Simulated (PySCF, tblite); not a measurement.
# C₂₃H₁₈BN: electronic excitations, NMR shifts

Aim: compute the electronic excitations, NMR shifts of C₂₃H₁₈BN (`c1ccc(B(c2ccccc2)c2ccc(-c3ccncc3)cc2)cc1`).

Programs: tblite 0.8.0 and PySCF 2.14.0, with routines of our own; each step states its level. All values are computed. Atoms count from 0.

## 1. The starting structure

43 atoms, charge 0, multiplicity 1; geometry from: force field, distance geometry or constructed start.

## 2. Geometry optimisation with GFN2-xTB

What the job is given:

```
{"job": {"kind": "relax", "xc": "GFN2-xTB", "basis": "xTB"}, "charge": 0, "multiplicity": 1}
C     -3.955500     0.204700     3.604400
C     -4.463900     0.750900     2.412700
C     -3.696000     0.688400     1.247900
C     -2.431700     0.092200     1.246800
B     -1.568400     0.019900    -0.071700
C     -2.286500    -0.155900    -1.481500
C     -3.452800    -0.926000    -1.593100
C     -4.078600    -1.079100    -2.827400
C     -3.547900    -0.470500    -3.966300
C     -2.391600     0.299800    -3.864300
C     -1.758100     0.457000    -2.631000
C      0.009900     0.128800     0.000600
C      0.619800     0.947500     0.970700
C      2.017900     1.042700     1.030400
C      2.823900     0.331400     0.135600
C      4.304500     0.429700     0.212600
C      5.078200     0.493200    -0.966300
C      6.467500     0.584900    -0.878400
N      7.072800     0.623100     0.341500
C      6.359600     0.563400     1.494500
C      4.961600     0.470000     1.449900
C      2.210500    -0.488200    -0.830800
C      0.822300    -0.582200    -0.890000
C     -1.940300    -0.459100     2.450600
C     -2.698900    -0.391600     3.623000
H     -4.555700     0.251400     4.515200
H     -5.435900     1.218500     2.408300
H     -4.103200     1.129900     0.342800
H     -3.873600    -1.423200    -0.725800
H     -4.979500    -1.679600    -2.904700
H     -4.035400    -0.588500    -4.925400
H     -1.981400     0.779100    -4.746700
H     -0.865100     1.070200    -2.573600
H      0.027400     1.524100     1.663100
H      2.459100     1.697800     1.771900
H      4.610900     0.485500    -1.946600
H      7.066600     0.641000    -1.780900
H      6.869800     0.589800     2.441900
H      4.410000     0.399300     2.375800
H      2.803200    -1.066900    -1.521600
H      0.375300    -1.240000    -1.636500
H     -0.961000    -0.942900     2.487700
H     -2.308900    -0.815100     4.537600
```

Run with:

```
OMP_NUM_THREADS=2 python large_run.py task.json out
```

This one command runs all jobs of the session in turn.

What it wrote:

```text
step      E/eV     max force
  0   -1701.04879    2.570
  1   -1701.21008    1.015
  2   -1701.27380    0.846
  3   -1701.34648    0.211
  4   -1701.35075    0.130
  5   -1701.35367    0.098
  6   -1701.35546    0.097
  7   -1701.35762    0.095
  8   -1701.35875    0.074
  9   -1701.35975    0.062
 10   -1701.36057    0.058
 11   -1701.36131    0.058
 12   -1701.36194    0.053
 13   -1701.36265    0.054
 14   -1701.36344    0.069
 15   -1701.36412    0.051
 16   -1701.36452    0.040
 17   -1701.36474    0.028
 18   -1701.36488    0.024
 19   -1701.36498    0.021
 20   -1701.36504    0.014
```

It took 0.69 s on 2 threads of Intel Xeon 6975P-C, shared host; peak memory 0.19 GiB.

Along the way:

| step | energy from step 0 (eV) | largest force (eV/Å) |
| --- | --- | --- |
| 0 | 0.0000 | 2.5705 |
| 1 | -0.1613 | 1.0148 |
| 2 | -0.2250 | 0.8462 |
| 3 | -0.2977 | 0.2108 |
| 4 | -0.3020 | 0.1306 |
| 5 | -0.3049 | 0.0973 |
| 6 | -0.3067 | 0.0968 |
| 7 | -0.3088 | 0.0955 |
| 8 | -0.3100 | 0.0738 |
| 9 | -0.3110 | 0.0623 |
| 10 | -0.3118 | 0.0577 |
| 11 | -0.3125 | 0.0580 |
| 12 | -0.3131 | 0.0533 |
| 13 | -0.3139 | 0.0538 |
| 14 | -0.3147 | 0.0691 |
| 15 | -0.3153 | 0.0504 |
| 16 | -0.3157 | 0.0404 |
| 17 | -0.3159 | 0.0278 |
| 18 | -0.3161 | 0.0240 |
| 19 | -0.3162 | 0.0215 |
| 20 | -0.3162 | 0.0142 |

Close pairs (by a distance rule), those that changed most:

| bond | before (Å) | after (Å) | change (Å) |
| --- | --- | --- | --- |
| C17–N18 | 1.362 | 1.322 | -0.040 |
| N18–C19 | 1.357 | 1.322 | -0.035 |
| B4–C5 | 1.592 | 1.559 | -0.033 |
| B4–C11 | 1.584 | 1.560 | -0.023 |
| C12–C13 | 1.403 | 1.380 | -0.022 |
| C0–C1 | 1.406 | 1.385 | -0.021 |
| C3–B4 | 1.578 | 1.559 | -0.019 |
| C19–C20 | 1.402 | 1.384 | -0.018 |

The end geometry stands in the next job.

## 3. Harmonic vibrations with GFN2-xTB

What the job is given:

```
{"job": {"kind": "ir", "xc": "GFN2-xTB", "basis": "xTB"}, "charge": 0, "multiplicity": 1}
C     -3.943826     0.205565     3.581021
C     -4.433702     0.745285     2.402800
C     -3.683221     0.676056     1.244052
C     -2.413315     0.087469     1.229859
B     -1.563175     0.021818    -0.074839
C     -2.267640    -0.152208    -1.454120
C     -3.436959    -0.910300    -1.585203
C     -4.056665    -1.075238    -2.809716
C     -3.536217    -0.465130    -3.939496
C     -2.386520     0.300846    -3.835436
C     -1.757977     0.444375    -2.612876
C     -0.008261     0.129768    -0.000315
C      0.625168     0.932433     0.955502
C      1.999918     1.035844     1.021527
C      2.808831     0.325976     0.135274
C      4.272702     0.428187     0.204854
C      5.052755     0.489687    -0.949866
C      6.427896     0.586718    -0.824661
N      7.057540     0.620619     0.337747
C      6.321880     0.560721     1.435061
C      4.940761     0.466821     1.428661
C      2.194245    -0.483339    -0.819222
C      0.818479    -0.571418    -0.885646
C     -1.938995    -0.441239     2.435679
C     -2.695070    -0.394164     3.591708
H     -4.532285     0.251672     4.486277
H     -5.406446     1.216222     2.389464
H     -4.075476     1.100191     0.329909
H     -3.852201    -1.390355    -0.709760
H     -4.951878    -1.676093    -2.885992
H     -4.024292    -0.585564    -4.896193
H     -1.977624     0.781783    -4.712686
H     -0.861469     1.044818    -2.541987
H      0.018052     1.498429     1.648270
H      2.455120     1.686132     1.755461
H      4.590657     0.482002    -1.925305
H      7.063122     0.640714    -1.699376
H      6.872668     0.588565     2.366510
H      4.391409     0.404878     2.355856
H      2.803184    -1.060037    -1.501231
H      0.364540    -1.210841    -1.629886
H     -0.965507    -0.911735     2.454404
H     -2.309496    -0.820299     4.506935
```

What it wrote:

```text
mode    cm-1     km/mol
  1      24.7      0.15
  2      27.1      0.46
  3      31.1      0.32
  4      44.6      0.28
  5      49.3      0.03
  6      61.5      0.20
  7      77.3      0.78
  8      85.8      0.01
  9      94.0      0.47
 10     158.9      0.92
 11     166.3      1.17
 12     188.2      0.03
 13     197.2      0.18
 14     260.9      0.60
 15     261.6      0.08
 16     279.6      2.73
 17     334.1      0.03
 18     355.7      6.17
 19     361.3      1.73
 20     365.2      1.40
 21     373.2      0.18
 22     373.5      0.27
 23     405.0      1.40
 24     444.6      0.05
 25     483.2      0.56
 26     542.2     12.47
 27     575.5     16.99
 28     578.6      0.01
 29     579.5     15.14
 30     590.6      0.30
 31     592.9      8.38
 32     605.8      5.39
 33     629.6      1.24
 34     656.4     12.24
 35     673.4      1.00
 36     675.7     14.99
 37     691.8     14.26
 38     709.1      0.35
 39     738.0     31.10
 40     744.9      7.63
 41     757.7      8.16
 42     785.0     13.22
 43     823.8      6.50
 44     875.8      0.14
 45     881.3      2.63
 46     884.0      1.89
 47     887.1      0.03
 48     898.7     17.55
 49     902.5     24.15
 50     909.4      1.11
 51     914.3      0.57
 52     914.4      1.50
 53     924.6      2.15
 54     926.1      0.16
 55     933.0      4.10
 56     933.7      2.40
 57     935.8      0.64
 58     937.0      1.36
 59     938.1      0.02
 60     977.8      1.24
 61     993.1     10.99
 62     998.9      1.87
 63    1018.7      0.41
 64    1084.3      0.17
 65    1086.7      0.45
 66    1088.1      0.93
 67    1100.9      8.40
 68    1118.1      0.20
 69    1120.9      0.34
 70    1122.3      0.30
 71    1145.6      0.05
 72    1157.2      0.11
 73    1183.1      0.30
 74    1183.1      0.28
 75    1205.4     18.98
 76    1205.5     27.55
 77    1208.7      1.35
 78    1212.3      0.54
 79    1238.9    200.77
 80    1241.5    151.37
 81    1264.4      0.12
 82    1275.8      0.57
 83    1282.9      2.28
 84    1285.0      0.06
 85    1287.8      2.26
 86    1295.0      6.38
 87    1304.9      2.09
 88    1309.0      0.50
 89    1309.5      0.32
 90    1371.0      9.34
 91    1391.4      2.45
 92    1416.0      3.30
 93    1419.2      6.46
 94    1457.1     22.17
 95    1465.0     18.39
 96    1465.8     37.98
 97    1494.8      9.64
 98    1537.4     10.09
 99    1554.0      3.45
100    1567.3      1.82
101    1568.2      5.22
102    1579.7    112.46
103    1591.4     91.49
104    1592.0     28.84
105    1595.3      1.11
106    3054.7     46.98
107    3055.7     41.22
108    3063.0     16.17
109    3063.4     11.34
110    3063.6     13.36
111    3064.5      2.01
112    3065.8      1.71
113    3067.1     28.91
114    3070.6     32.35
115    3071.3      9.80
116    3076.7    118.72
117    3077.4    103.64
118    3078.0     62.65
119    3078.7     21.68
120    3084.9    106.29
121    3085.8     45.88
122    3088.0     17.37
123    3089.3     56.10
```

Wall time 9.1 s (2 threads of Intel Xeon 6975P-C, shared host); peak memory 0.19 GiB.

Which atoms move in the most intense modes:

| cm⁻¹ | km/mol | atoms |
| --- | --- | --- |
| 1239 | 200.8 | B4 28 %, C11 23 % |
| 1242 | 151.4 | B4 31 %, C5 19 %, C3 18 % |
| 1580 | 112.5 | C17 18 %, C19 18 %, C20 17 %, C16 17 % |
| 1591 | 91.5 | C13 15 %, C21 15 %, C22 13 %, C12 13 % |
| 3077 | 118.7 | H29 17 %, H31 16 %, H26 12 %, H42 12 % |
| 3077 | 103.6 | H26 16 %, H42 15 %, H31 13 %, H29 13 % |
| 3078 | 62.6 | H33 36 %, H34 32 % |
| 3085 | 106.3 | H30 32 %, H31 18 %, H29 15 % |

## 4. Electronic excitations: TDA wB97X-D/6-31G*

The job, as its differences from that of step 3:

```diff
@@ -1,2 +1,2 @@
-{"job": {"kind": "ir", "xc": "GFN2-xTB", "basis": "xTB"}, "charge": 0, "multiplicity": 1}
+{"job": {"kind": "uv", "basis": "6-31G*", "grid": 1, "kgrid": 0, "vcut": 1.5, "nstates": 8, "ntriplets": 3, "tda": true, "delta": ["ip_vertical", "ea_vertical"], "pop": true, "xc": "wB97X-D"}, "charge": 0, "multiplicity": 1}
 C     -3.943826     0.205565     3.581021
```

Method: TDA wB97X-D/6-31G*, vertical, gas phase, core orbitals frozen in the response, virtual orbitals cut by energy.

What it wrote:

```text
start: PBE on a coarse grid of 36094 points
cycle   1  E = -965.6787265594  dE =  3.873e+00  |g| = 8.909e-01  |ddm| = 7.274e+00
cycle   2  E = -965.5204542222  dE =  1.583e-01  |g| = 1.176e+00  |ddm| = 2.843e+00
cycle   3  E = -965.8830380978  dE = -3.626e-01  |g| = 3.450e-01  |ddm| = 1.909e+00
cycle   4  E = -965.9126514988  dE = -2.961e-02  |g| = 1.303e-01  |ddm| = 5.115e-01
cycle   5  E = -965.9173657659  dE = -4.714e-03  |g| = 3.329e-02  |ddm| = 1.856e-01
cycle   6  E = -965.9176369314  dE = -2.712e-04  |g| = 1.370e-02  |ddm| = 4.831e-02
cycle   7  E = -965.9176753358  dE = -3.840e-05  |g| = 4.870e-03  |ddm| = 1.575e-02
final grid: 158186 points
cycle   8  E = -966.5453061899  dE = -1.424e-02  |g| = 4.437e-02  |ddm| = 9.171e-01
cycle   9  E = -966.5460724766  dE = -7.663e-04  |g| = 2.815e-02  |ddm| = 1.683e-01
cycle  10  E = -966.5462632400  dE = -1.908e-04  |g| = 1.208e-02  |ddm| = 4.067e-02
cycle  11  E = -966.5463079264  dE = -4.469e-05  |g| = 4.263e-03  |ddm| = 2.103e-02
cycle  12  E = -966.5463131296  dE = -5.203e-06  |g| = 1.055e-03  |ddm| = 7.850e-03
cycle  13  E = -966.5463151682  dE = -2.039e-06  |g| = 5.210e-04  |ddm| = 1.875e-03
cycle  14  E = -966.5463148724  dE =  2.958e-07  |g| = 1.967e-04  |ddm| = 1.142e-03
cycle  15  E = -966.5463143617  dE =  5.108e-07  |g| = 6.519e-05  |ddm| = 3.310e-04
converged SCF energy = -966.5463143617
Vertical ionisation energy (delta-SCF) = 8.3270 eV   <S^2> = 0.772
Vertical electron affinity (delta-SCF) = 0.4571 eV   <S^2> = 0.774

Static polarisability (au): isotropic 256.620, principal 122.789 287.362 359.708

Singlet excitations
state   eV       nm        f      main configurations
  1   4.7663    260.1   0.79579   H->L 0.85
  2   4.9262    251.7   0.26983   H-1->L 0.72
  3   5.0028    247.8   0.06054   H-3->L 0.39, H-5->L 0.11, H-4->L+1 0.11
  4   5.0409    246.0   0.00046   H-2->L 0.68
  5   5.0706    244.5   0.00742   H-4->L+1 0.22, H-4->L 0.18, H-5->L+1 0.14
  6   5.1502    240.7   0.01094   H-5->L 0.29, H-3->L 0.20, H-4->L 0.15
  7   5.4691    226.7   0.00002   H-4->L+3 0.64, H-5->L+3 0.22, H-3->L+3 0.09
  8   5.5445    223.6   0.03214   H-7->L+1 0.34, H-7->L 0.29, H->L+3 0.16

Triplet excitations (Tamm-Dancoff, eV): 3.5871 3.8218 3.9642
```

It took 2 min on 2 threads of Intel Xeon 6975P-C, shared host; peak memory 1.6 GiB.

The orbitals next to the gap, with their largest atomic shares:

| orbital | eV | atoms |
| --- | --- | --- |
| HOMO−4 | -9.03 | N18 44 %, C17 5 %, C19 5 % |
| HOMO−3 | -8.95 | C2 11 %, C24 11 %, C6 11 % |
| HOMO−2 | -8.87 | C9 12 %, C7 12 %, C1 12 % |
| HOMO−1 | -8.72 | C5 14 %, C3 14 %, C8 14 % |
| HOMO | -8.48 | C11 19 %, C14 17 %, C13 7 % |
| LUMO | -0.19 | B4 32 %, C14 8 %, C0 5 % |
| LUMO+1 | 0.96 | C15 15 %, N18 13 %, C11 7 % |
| LUMO+2 | 1.57 | C22 12 %, C12 12 %, C13 12 % |
| LUMO+3 | 1.70 | C17 23 %, C19 23 %, C20 22 % |

With each of the 8 states as a Gaussian band of 0.4 eV half-width at 1/e, the curve within the window shown has maxima at 257 nm (ε 44,000) L/(mol cm). Beyond the last state computed it falls off for lack of states. The curve at chosen wavelengths:

(nm, ε (L/mol/cm)): (212, 879), (215, 1293), (219, 2104), (222, 3047), (226, 5065), (229, 7391), (232, 10577), (236, 16211), (239, 21297), (243, 28612), (246, 33906), (249, 38482), (253, 42735), (256, 44178), (260, 43642), (263, 41562), (266, 38342), (270, 32881), (273, 28372), (277, 22398), (280, 18245), (283, 14537), (287, 10400), (290, 7912), (294, 5347), (297, 3910)

Further results of this job:

| property | computed |
| --- | --- |
| dipole moment (D) | 2.83 |
| polarisability (Å³) | 38.03 |
| HOMO–LUMO gap (eV) | 8.29 |
| −ε(HOMO) (eV) | 8.48 |

(Part 1 of 2 ends here.)
